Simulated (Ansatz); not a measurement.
# C2H3ClGaNO: a ladder of functionals and wavefunction methods

The task here is to estimate one member of a computed series from the others.

Method: functionals in def2-TZVPP, the program's frozen cores in correlated methods; program: Ansatz 0.2.0, Gaussian basis.

Levels to be run: LDA (SPW92), PBE-D4, revPBE-D4, BLYP-D4, r2SCAN-D4, B97M-V, PBE0-D4, B3LYP-D4, r2SCANh-D4, r2SCAN0-D4, HSE06-D4, BHLYP-D4, CAM-B3LYP-D4, LC-ωPBE, ωB97X-V, ωB97M-V, B2PLYP, PBE-QIDH; CCSD(T)/def2-SVP; CCSD(T)/def2-TZVPP; MP2/def2-QZVPP; extrapolation to the limit; RPA on PBE.

## The geometry

All runs share one geometry, relaxed beforehand with PBE0-D4 in a triple-zeta def2 set.

SMILES `[CH3][Ga]([Cl])[N]=C=O`, 9 atoms, charge 0, spin multiplicity 1.

Atoms are counted from 1 here; the program's logs count them from 0.

Bond lengths: C1–Ga2 1.938 Å, C1–H7 1.092 Å, C1–H8 1.091 Å, C1–H9 1.089 Å, Ga2–Cl3 2.141 Å, Ga2–N4 1.833 Å, N4–C5 1.203 Å, C5–O6 1.165 Å. Angles: Ga2–C1–H7 109.3°, Ga2–C1–H8 109.7°, Ga2–C1–H9 110.8°, H7–C1–H8 108.0°, H7–C1–H9 109.1°, H8–C1–H9 109.8°, C1–Ga2–Cl3 124.2°, C1–Ga2–N4 122.0°, Cl3–Ga2–N4 113.8°, Ga2–N4–C5 142.1°, N4–C5–O6 176.4°.

Set-up of the first run:

File in.yaml:

```yaml
crystal:
  periodic: [false, false, false]
  atoms:
    - {symbol: C, position_ang: [-0.649073, -1.399983, 1.002465]}
    - {symbol: Ga, position_ang: [0.459815, -0.181091, -0.016988]}
    - {symbol: Cl, position_ang: [2.550460, -0.471503, -0.375824]}
    - {symbol: N, position_ang: [-0.212866, 1.352849, -0.761311]}
    - {symbol: C, position_ang: [0.108781, 2.310780, -1.413294]}
    - {symbol: O, position_ang: [0.351812, 3.261131, -2.041096]}
    - {symbol: H, position_ang: [-0.927974, -0.929734, 1.947639]}
    - {symbol: H, position_ang: [-1.564427, -1.615511, 0.449310]}
    - {symbol: H, position_ang: [-0.116527, -2.326937, 1.209109]}
basis:
  gaussian: {orbitals: def2-TZVPP}
hamiltonian: {xc: lda}
output: {orbitals: {seedname: orbitals}}
```

On the command line:

```
$ ansatz run in.yaml --threads 4 --pin off --events-out ev --progress --plain --max-ram 10444MiB
```

Steps of the session up to this table: LDA; PBE-D4 (GGA); revPBE-D4 (GGA); BLYP-D4 (GGA); r2SCAN-D4 (meta-GGA); B97M-V (meta-GGA); B3LYP-D4 (hybrid); r2SCANh-D4 (hybrid); r2SCAN0-D4 (hybrid); HSE06-D4 (hybrid); BHLYP-D4 (hybrid); CAM-B3LYP-D4 (range-separated); LC-ωPBE (range-separated); ωB97X-V (range-separated); ωB97M-V (range-separated); B2PLYP (double hybrid); PBE-QIDH (double hybrid).

One table of the session follows, with a row left open; its other results are not shown here.

It belongs to the step «Orbital energies across the functionals». 

```
  functional  HOMO (eV)  LUMO (eV)  gap (eV)
 LDA (SPW92)      -7.45      -2.42      5.03
      PBE-D4      -7.22      -2.10      5.12
   revPBE-D4      -7.15      -1.97      5.18
     BLYP-D4      -7.08      -2.04      5.04
   r2SCAN-D4      -7.55      -1.85      5.69
      B97M-V      -7.56      -1.97      5.59
     PBE0-D4      -8.62      -1.31      7.31
    B3LYP-D4      -8.36      -1.59      6.77
  r2SCANh-D4      -8.07      -1.58      6.49
  r2SCAN0-D4          ?          ?         ?
    HSE06-D4      -8.22      -1.68      6.54
    BHLYP-D4      -9.91      -0.55      9.36
CAM-B3LYP-D4      -9.98      -0.42      9.56
     LC-ωPBE     -11.33       0.77     12.09
     ωB97X-V     -10.96       0.63     11.59
     ωB97M-V     -10.85       0.43     11.27
```

**Question.** Estimate the row for r2SCAN0-D4.

Worked estimate for «HOMO (eV)». Against the share of exact exchange, r2SCAN-D4 (0, -7.55), r2SCANh-D4 (0.1, -8.07) give a slope of -5.20 per unit share; at 0.25 the line stands at -8.85.

As computed: HOMO (eV): -8.85; LUMO (eV): -1.17; gap (eV): 7.69. In «HOMO (eV)» the line misses by 0.00.
